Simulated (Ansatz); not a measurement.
# Si₂H₅I: how energies converge with the basis set

The task here is to estimate one member of a computed series from the others.

Computed with Ansatz 0.2.0, Gaussian basis. Level: one geometry, several basis sets.

The runs, in order: PBE0-D4/def2-SVP; ωB97M-V/def2-SVP; PBE0-D4/def2-QZVPP; ωB97M-V/def2-QZVPP; the functionals' def2-TZVPP values are taken from earlier runs.

1 further run of the same task is left out (for a known fault of the program).

**The geometry**

The geometry comes from an earlier relaxation with PBE0-D4 in a triple-zeta def2 set; it is a stationary point, not always the lowest conformer. I takes the def2 core potential; no spin-orbit term is included.

8 atoms, charge 0, spin multiplicity 1.

Atoms are counted from 1 here; the program's logs count them from 0.

Bond lengths: Si1–Si2 2.335 Å, Si1–H4 1.488 Å, Si1–H5 1.485 Å, Si1–H6 1.485 Å, Si2–I3 2.450 Å, Si2–H7 1.485 Å, Si2–H8 1.485 Å. Angles: Si2–Si1–H4 110.3°, Si2–Si1–H5 109.1°, Si2–Si1–H6 109.0°, H4–Si1–H5 109.4°, H4–Si1–H6 109.4°, H5–Si1–H6 109.7°, Si1–Si2–I3 107.7°, Si1–Si2–H7 112.4°, Si1–Si2–H8 112.4°, I3–Si2–H7 107.6°, I3–Si2–H8 107.6°, H7–Si2–H8 109.0°.

As a file:

| atom | x (Å) | y (Å) | z (Å) |
| --- | --- | --- | --- |
| Si1 | -0.6868 | 0.9092 | -0.4193 |
| Si2 | 0.4583 | -0.9925 | 0.3062 |
| I3 | 2.6425 | -0.2715 | 1.1513 |
| H4 | -2.0280 | 0.5344 | -0.9445 |
| H5 | 0.0981 | 1.5669 | -1.4952 |
| H6 | -0.8483 | 1.8434 | 0.7242 |
| H7 | -0.2443 | -1.6866 | 1.4150 |
| H8 | 0.7007 | -1.9604 | -0.7934 |

Set-up of the first run:

The input, in.yaml:

```yaml
crystal:
  periodic: [false, false, false]
  atoms:
    - {symbol: Si, position_ang: [-0.686772, 0.909235, -0.419269]}
    - {symbol: Si, position_ang: [0.458263, -0.992536, 0.306201]}
    - {symbol: I, position_ang: [2.642470, -0.271504, 1.151314]}
    - {symbol: H, position_ang: [-2.027951, 0.534381, -0.944478]}
    - {symbol: H, position_ang: [0.098095, 1.566871, -1.495234]}
    - {symbol: H, position_ang: [-0.848299, 1.843355, 0.724208]}
    - {symbol: H, position_ang: [-0.244295, -1.686607, 1.414984]}
    - {symbol: H, position_ang: [0.700689, -1.960396, -0.793424]}
basis:
  gaussian: {orbitals: def2-SVP}
hamiltonian: {xc: pbe0, dispersion: d4}
output: {orbitals: {seedname: orbitals}}
```

Launch:

```console
ansatz run in.yaml --threads 2 --pin off --events-out ev --progress --plain --max-ram 4352MiB
```

Among the steps run: PBE0-D4 in def2-SVP; ωB97M-V in def2-SVP; PBE0-D4 in def2-QZVPP; ωB97M-V in def2-QZVPP.

One table of the session follows, with a row left open; its other results are not shown here.

It belongs to the step «Functionals by basis». 

```
functional       basis  HOMO (eV)
   PBE0-D4    def2-SVP          ?
   PBE0-D4  def2-TZVPP      -7.51
   PBE0-D4  def2-QZVPP      -7.51
   ωB97M-V    def2-SVP      -9.49
   ωB97M-V  def2-TZVPP      -9.56
   ωB97M-V  def2-QZVPP      -9.57
```

**Question.** Estimate the row for PBE0-D4, def2-SVP.

The run gave: HOMO (eV): -7.47. In the column «HOMO (eV)» it is the highest.
